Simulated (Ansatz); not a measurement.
# ZrH₃+ (triplet): the correlation ladder, def2-QZVPP

One table from this session's results is given with a row withheld; the runs are named, their logs left out.

Method: def2-QZVPP, core rule «outside noble gas», up to 4 orbitals frozen; program: Ansatz 0.2.0, Gaussian basis.

Plan: UHF; ROHF; CCSD(T) on UHF.

2 further runs of the same task are left out: 2 set aside as unsound or not needed. Runs told in other sessions of the task aren't counted.

## What is computed

The geometry is a PBE0/def2-TZVP stationary point (not a proven minimum) of the parent state, kept for this charge and spin. No spin-orbit coupling is included. Elements past krypton take def2 core potentials.

4 atoms, charge 1, spin multiplicity 3.

Atoms are counted from 1 here; the program's logs count them from 0.

Bond lengths: Zr1–H2 1.860 Å, Zr1–H3 1.860 Å, Zr1–H4 1.860 Å. Angles: H2–Zr1–H3 120.0°, H2–Zr1–H4 120.0°, H3–Zr1–H4 120.0°.

Geometry (Å):

```xyz
4
charge 1, multiplicity 3
Zr    0.00000    0.00000    0.00000
H     1.85986    0.01801    0.00770
H    -0.94552    1.60170   -0.00490
H    -0.91434   -1.61971   -0.00280
```

The first run:

Input file in.yaml:

```yaml
crystal:
  periodic: [false, false, false]
  atoms:
    - {symbol: Zr, position_ang: [0.000000, 0.000000, 0.000000]}
    - {symbol: H, position_ang: [1.859864, 0.018007, 0.007700]}
    - {symbol: H, position_ang: [-0.945522, 1.601699, -0.004900]}
    - {symbol: H, position_ang: [-0.914341, -1.619706, -0.002800]}
basis:
  gaussian: {orbitals: "def2-QZVPP.json"}
total_charge: 1
magnetization: {spin_polarized: true, initial_magnetization: 2}
hamiltonian: {xc: hf}
output: {orbitals: {seedname: orbitals}}
```

On the command line:

```sh
> ansatz run in.yaml --threads 1 --pin off --events-out ev --progress --plain --max-ram 4096MiB --backend cpu
```

Among the steps run: UHF; ROHF; CCSD(T) on UHF.

One of the session's tables, all rows but one given; the rest of the session is left out.

It belongs to the step «Misses and costs». 

```
  method  from UCCSD(T) (kcal/mol)
    ROHF                    +67.37
     UHF                    +65.22
    UMP2                         ?
   UCCSD                     +1.87
UCCSD(T)                         0
```

Estimate the missing values for UMP2.

As computed: from UCCSD(T) (kcal/mol): +14.44. In the column «from UCCSD(T) (kcal/mol)» it lies between UCCSD (+1.87) and UHF (+65.22).
